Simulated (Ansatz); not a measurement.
# PtSe2: the cost of one run

Computed with Ansatz 0.2.0 (reference: DFT, HSE06, plane waves, PAW, unless a step's input says otherwise).

1 further run of the same task is left out (for a known fault of the program).

## (1) The structure to begin with

The structure is trigonal, space group P-3m1 (No. 164). The conventional cell has a = 3.729 Å, b = 3.729 Å, c = 5.277 Å, α = 90.00°, β = 90.00°, γ = 120.00°. Pt (site symmetry -3m) is surrounded by 6 Se at 2.51 Å. Around Se (site symmetry 3m) lie 3 Pt at 2.51 Å.

As a file:

```xyz
3
Lattice="3.7287 0.0000 0.0000 -1.8643 3.2291 0.0000 0.0000 0.0000 5.2772" Properties=species:S:1:pos:R:3 pbc="T T T"
Pt    0.0000    0.0000    0.0000
Se    0.0000    2.1527    1.2993
Se    1.8643    1.0764    3.9778
```

## (2) Baseline

Contents of input.yaml:

```yaml
crystal:
  lattice:
    - [3.7286503718, 0.0, 0.0]
    - [-1.8643251859, 3.2291059439, 0.0]
    - [0.0, 0.0, 5.2771565663]
  atoms:
    - { symbol: Pt, position: [0.0, 0.0, 0.0] }
    - { symbol: Se, position: [0.3333333333, 0.6666666667, 0.2462188986] }
    - { symbol: Se, position: [0.6666666667, 0.3333333333, 0.7537811014] }
kpoints:
  mp_grid: { grid: [6, 6, 2] }
hamiltonian:
  xc: hse06
scf:
  occupations: { method: fermi_dirac, width: 0.02 }
  n_extra_bands: 4
output:
  forces: true
  stress: true
  eigenvalues: true
```

Run with:

```console
> ansatz run input.yaml --threads 4 --pin off --max-ram 3686MiB --backend cpu --events-out ev --progress --plain --runs-dir out
```

**Question.** How long does this run take on 4 threads of Arm Neoverse V2, shared host, and how much memory does it need?

About 14 s, with a peak of 1.1 GiB.
